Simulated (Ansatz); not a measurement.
# U-r2SCAN/STO-3G run of CaCl (calcium monochloride)

What is the electronic atomisation energy of CaCl (calcium monochloride) at U-r2SCAN/STO-3G? 

The calculation is run with Ansatz 0.2.0.

39 further runs of the same task are left out: 4 that didn't finish, 35 set aside as unsound or not needed.

## (1) The structure to begin with

CaCl has 2 atoms, charge 0, and is taken as a doublet. SMILES: `[Cl][Ca]`. The coordinates come from a PBE0-D4/def2-TZVP relaxation.

Bond lengths: Cl1–Ca2 2.430 Å.

## (2) A single-point energy at U-r2SCAN/STO-3G

Contents of input.yaml:

```yaml
crystal:
  periodic: [false, false, false]
  atoms:
    - {symbol: Cl, position_ang: [-0.000000, 0.000000, -0.032760]}
    - {symbol: Ca, position_ang: [0.000000, -0.000000, 2.397140]}
basis:
  gaussian:
    orbitals: STO-3G
magnetization:
  spin_polarized: true
  initial_magnetization: 1
hamiltonian:
  xc: r2scan
accuracy: high
```

On the command line:

```
$ ansatz run input.yaml --threads 1 --pin off --max-ram 3480MiB --events-out events.jsonl --progress --plain --runs-dir runs
```

The log of the run:

```text
Warning: RAYON_NUM_THREADS=1 ignored (pool sized by the plan → 1); use --threads N
Functional definition: r2SCAN
  name "r2SCAN"
  parameter k0 = 0.174
  parameter k1 = 0.065
  parameter a1 = 4.9479
  exchange = r2scan_x(k0 = k0, k1 = k1, a1 = a1)
  correlation = r2scan_c
425 factors; integrals over basis functions are off by at most 3.2e-8 eV
mean field evaluation 1: about -30636.9638 eV, gradient 6.4e0 eV
mean field evaluation 2: about -30633.1178 eV, gradient 2.1e1 eV
mean field evaluation 4: about -30637.8788 eV, gradient 5.6e-2 eV
mean field evaluation 8: about -30637.8831 eV, gradient 1.7e-3 eV
mean field evaluation 16: about -30637.8831 eV, gradient 8.0e-8 eV
mean field -30637.88310386 eV, -1125.9214369639 hartree, gradient 8.0e-8 eV, S^2 0.753261; 0 other end points of the search recorded, 0 dependent functions left out
reference -30637.88310607 eV, -1125.9214370451 hartree; 19, 18 occupied and 3, 4 virtual orbitals, 425 factors
Total energy: -30637.88310607 eV, -1125.9214370451 hartree
```

Run time: 3.9 s. Hardware: 1 thread of Intel Xeon Platinum 8488C (Sapphire Rapids), shared host; peak memory 0.26 GiB.

## (3) The Ca atom at the same level

Contents of job.yaml:

```yaml
crystal:
  periodic: [false, false, false]
  atoms:
    - {symbol: Ca, position_ang: [0.000000, 0.000000, 0.000000]}
basis:
  gaussian:
    orbitals: STO-3G
hamiltonian:
  xc: {name: r2SCAN}
accuracy: high
```

Run the same way, it converges to -670.68975 Eh (log not shown).

## (4) The Cl atom at the same level

Contents of job.yaml:

```yaml
crystal:
  periodic: [false, false, false]
  atoms:
    - {symbol: Cl, position_ang: [0.000000, 0.000000, 0.000000]}
basis:
  gaussian:
    orbitals: STO-3G
magnetization:
  spin_polarized: true
  initial_magnetization: 1
hamiltonian:
  xc: r2scan
accuracy: high
```

Run the same way, it converges to -455.11379 Eh (log not shown).

## (5) Outcome

At U-r2SCAN/STO-3G:

| quantity | value |
| --- | --- |
| molecule: total energy | -1125.92144 Eh |
| molecule: ⟨S²⟩ | 0.753 |
| Ca atom: total energy | -670.68975 Eh |
| Cl atom: total energy | -455.11379 Eh |
| Cl atom: ⟨S²⟩ | 0.750 |
| electronic atomisation energy | 3.208 eV |

What this shows: Taking the molecule apart into free atoms costs 3.21 eV (310 kJ/mol), before zero-point energy and without spin-orbit coupling. In a minimal basis such a difference can be off by several eV, whatever the method.
